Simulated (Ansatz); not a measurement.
**PbO: a single-point run**

Aim: a sound single-point run of PbO. The structure is shown as the input types it. The cell is built on a prototype (zincblende) and needn't be the phase found in nature.

Method: density functional or hybrid calculation with the settings of its input, plane waves (as first typed), in Ansatz 0.2.0.

7 further runs of the same task are left out: 2 for a known fault of the program, 5 that didn't finish.

## 1. The system as given

It takes space group F-43m (No. 216, cubic). Conventional cell: a = 5.598 Å, b = 5.598 Å, c = 5.598 Å, α = 90.00°, β = 90.00°, γ = 90.00°. Pb (site symmetry -43m) is surrounded by 4 O at 2.42 Å. Around O (site symmetry -43m) lie 4 Pb at 2.42 Å.

Coordinates:

```
Pb O
1.0
     0.00000    2.79878    2.79878
     2.79878    0.00000    2.79878
     2.79878    2.79878    0.00000
Pb O
1 1
Direct
  0.00000 0.00000 0.00000
  0.25000 0.25000 0.25000
```

## 2. Input and run

Contents of input.yaml:

```yaml
crystal:
  lattice:
    - [0.0, 2.7987768033, 2.7987768033]
    - [2.7987768033, 0.0, 2.7987768033]
    - [2.7987768033, 2.7987768033, 0.0]
  atoms:
    - { symbol: Pb, position: [0.0, 0.0, 0.0] }
    - { symbol: O, position: [0.25, 0.25, 0.25] }
kpoints:
  mp_grid: { grid: [6, 6, 6] }
hamiltonian:
  xc: r2scan
scf:
  occupations: { method: methfessel_paxton, width: 1.5 }
  n_extra_bands: 4
output:
  forces: true
  stress: true
  eigenvalues: true
```

Command:

```
ansatz run input.yaml --threads 4 --pin off --max-ram 3686MiB --backend cpu --events-out ev --progress --plain --runs-dir out
```

What happens when this is run?

This run ends as converged. Convergence says nothing about whether the input makes sense.

Look at the input: scf.occupations.method is methfessel_paxton; scf.occupations.width is 1.5. Occupations are smeared over electronvolts, wider than many features of the bands.

The test: delete scf.occupations.width (the default then holds) and set scf.occupations.method to fixed.
